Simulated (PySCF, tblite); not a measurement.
# C4H5N2O3 radical: geometry, infrared bands and EPR parameters

What infrared bands and EPR parameters should C4H5N2O3 radical (`CO[C]1N=C(C=O)ON1`) show?

Computed with tblite 0.8.0 and PySCF 2.14.0, with density-fitted response routines of our own, on a single molecule in the gas phase. Atoms are numbered from 0 throughout.

## 1. The molecule as given

14 atoms, charge 0, multiplicity 2; geometry from: force field or distance geometry start.

Bonds of the start (Å): C0–O1 1.42, O1–C2 1.38, C2–N3 1.35, N3–C4 1.30, C4–C5 1.49, C5–O6 1.23, C4–O7 1.34, O7–N8 1.46, N8–C2 1.46, C0–H9 1.09, C0–H10 1.09, C0–H11 1.11, C5–H12 1.09, N8–H13 1.02.

## 2. Relaxing the molecule with GFN2-xTB

Job settings and geometry (Å):

```
{"job": {"kind": "relax", "xc": "GFN2-xTB", "basis": "xTB"}, "charge": 0, "multiplicity": 2}
C     -2.315900    -0.485100    -0.909400
O     -1.878300     0.622800    -0.138200
C     -0.506300     0.655800     0.004800
N      0.340700    -0.346400    -0.301400
C      1.427700     0.010300     0.305600
C      2.701500    -0.767900     0.294800
O      3.665700    -0.428300     0.970200
O      1.450800     1.168300     0.987900
N      0.121500     1.736600     0.752500
H     -1.894700    -0.459800    -1.909900
H     -2.104700    -1.435000    -0.414200
H     -3.414900    -0.404900    -1.006300
H      2.688300    -1.654100    -0.342600
H     -0.281900     1.787400     1.684000
```

Command:

```sh
$ OMP_NUM_THREADS=1 python probes_run.py task.json out
```

One launch serves the whole session: the jobs run in the order shown.

**Question.** This job is followed by: GFN2-xTB harmonic vibrations, gas phase; UKS B3LYP, pcH-1 on C H N O, non-relativistic, mean-field spin-orbit, GIAO. Predict these results of the whole session: strongest single infrared mode (GFN2-xTB); zero-point energy (GFN2-xTB); g(iso) (B3LYP); ⟨S²⟩; largest a(iso) (averaged by class); potential on the surface of density 0.002 e/bohr³, 1st and 99th percentile.

The runs gave:

| quantity | value |
| --- | --- |
| strongest single infrared mode (GFN2-xTB) | 1601 cm⁻¹, 718 km/mol |
| zero-point energy (GFN2-xTB) | 59.4 kcal/mol |
| g(iso) (B3LYP) | 2.00494 |
| ⟨S²⟩ | 0.759 (exact 0.75) |
| largest a(iso) (averaged by class) | 13C on C4, 34.0 MHz |
| potential on the surface of density 0.002 e/bohr³, 1st and 99th percentile | -2.21 V and 2.81 V |

In words: Over 52 steps the energy fell by 0.659 eV; of the close pairs, C4–C5 changed most, 1.493 to 1.416 Å. All 36 modes are real, so the xTB geometry is a minimum. The strongest single mode, at 1601 cm⁻¹, moves mainly C2. GFN2-xTB is a fitted tight-binding method: band positions and strengths are rough. Its intensities can rank the bands wrongly. The largest spin populations lie on C4 (0.41 e), O6 (0.29 e). The isotropic g lies 2.6 ppt above the free-electron value. These values are for one conformer; the search (at its own cheap level) found 2 more, at 0.60, 5.78 kcal/mol, and measured spectra average over such forms.
